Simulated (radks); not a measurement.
# Valence configurations of In⁺

NIST gives [Kr] 4d10 5s2 as the ground configuration of In⁺. Does this level of theory agree? Several fillings of the valence shells are run.

Program: radks (a radial shooting solver on a logarithmic mesh, Libxc functionals) version 1. Level of theory: Dirac Kohn-Sham, PBEsol, spin-unpolarised, spherical densities, point nucleus; open shells fill j = l - 1/2 first. These are calculated values, not measurements, unless marked.

### Step 1. Starting point

| Quantity | Value |
| --- | --- |
| element | indium (Z = 49) |
| charge | +1 |
| electrons | 48 |
| configuration | [Kr] 4d10 5s2 |
| others tried | 4d10 5p2; 4d10 5s1.5 5p0.5; 4d10 5s1 5p1; 4d9.5 5s2 5p0.5; 4d9 5p3; 4d9 5s2 5p1; 4d8 5p4; 4d8 5s2 5p2; 4d8.5 5s2 5p1.5 |

### Step 2. [Kr] 4d10 5s2

The run's settings:

```text
Z 49
configuration [Kr] 4d10 5s2
relativity Dirac
functional pbe_sol,pbe_sol
spin unpolarised
j_filling energy
nucleus point
c 137.035999084
```

### Step 3. [Kr] 4d10 5p2

Changes since step 2:

```diff
@@ -1,3 +1,3 @@
 Z 49
-configuration [Kr] 4d10 5s2
+configuration [Kr] 4d10 5p2
 relativity Dirac
```

### Step 4. [Kr] 4d10 5s1.5 5p0.5

Changes since step 3:

```diff
@@ -1,3 +1,3 @@
 Z 49
-configuration [Kr] 4d10 5p2
+configuration [Kr] 4d10 5s1.5 5p0.5
 relativity Dirac
```

### Step 5. [Kr] 4d10 5s1 5p1

Changes since step 4:

```diff
@@ -1,3 +1,3 @@
 Z 49
-configuration [Kr] 4d10 5s1.5 5p0.5
+configuration [Kr] 4d10 5s1 5p1
 relativity Dirac
```

### Step 6. [Kr] 4d9.5 5s2 5p0.5

Changes since step 5:

```diff
@@ -1,3 +1,3 @@
 Z 49
-configuration [Kr] 4d10 5s1 5p1
+configuration [Kr] 4d9.5 5s2 5p0.5
 relativity Dirac
```

### Step 7. [Kr] 4d9 5p3

Changes since step 6:

```diff
@@ -1,3 +1,3 @@
 Z 49
-configuration [Kr] 4d9.5 5s2 5p0.5
+configuration [Kr] 4d9 5p3
 relativity Dirac
```

### Step 8. [Kr] 4d9 5s2 5p1

Changes since step 7:

```diff
@@ -1,3 +1,3 @@
 Z 49
-configuration [Kr] 4d9 5p3
+configuration [Kr] 4d9 5s2 5p1
 relativity Dirac
```

### Step 9. [Kr] 4d8 5p4

Changes since step 8:

```diff
@@ -1,3 +1,3 @@
 Z 49
-configuration [Kr] 4d9 5s2 5p1
+configuration [Kr] 4d8 5p4
 relativity Dirac
```

### Step 10. [Kr] 4d8 5s2 5p2

Changes since step 9:

```diff
@@ -1,3 +1,3 @@
 Z 49
-configuration [Kr] 4d8 5p4
+configuration [Kr] 4d8 5s2 5p2
 relativity Dirac
```

### Step 11. [Kr] 4d8.5 5s2 5p1.5

Changes since step 10:

```diff
@@ -1,3 +1,3 @@
 Z 49
-configuration [Kr] 4d8 5s2 5p2
+configuration [Kr] 4d8.5 5s2 5p1.5
 relativity Dirac
```

What does the calculation give? Wanted: for each run, valence; E − E(NIST configuration); highest level; its energy; 1s shift.

The runs gave:

```csv
valence,E − E(NIST configuration) (eV),highest level,its energy (eV),1s shift (eV)
4d10 5s2,0.000,5s1/2,-14.983,+0.00
4d10 5s1.5 5p0.5,3.148,5p1/2,-9.104,-0.74
4d10 5s1 5p1,6.331,5p1/2,-9.468,-1.47
4d9.5 5s2 5p0.5,8.993,5p1/2,-9.614,-3.67
4d10 5p2,12.798,5p1/2,-10.150,-2.86
4d9 5s2 5p1,18.984,5p1/2,-10.448,-7.38
4d8.5 5s2 5p1.5,29.988,5p1/2,-11.238,-11.14
4d9 5p3,33.644,5p3/2,-11.191,-10.25
4d8 5s2 5p2,42.018,5p1/2,-11.993,-14.95
4d8 5p4,58.690,5p3/2,-12.598,-17.88
```

What this shows: The NIST configuration is the lowest of those tried, 3.148 eV under 4d10 5s1.5 5p0.5. The energies are those of spherical spin-averaged densities, not of single terms. The 1s eigenvalue shifts by up to 17.88 eV as the valence charge is rearranged.
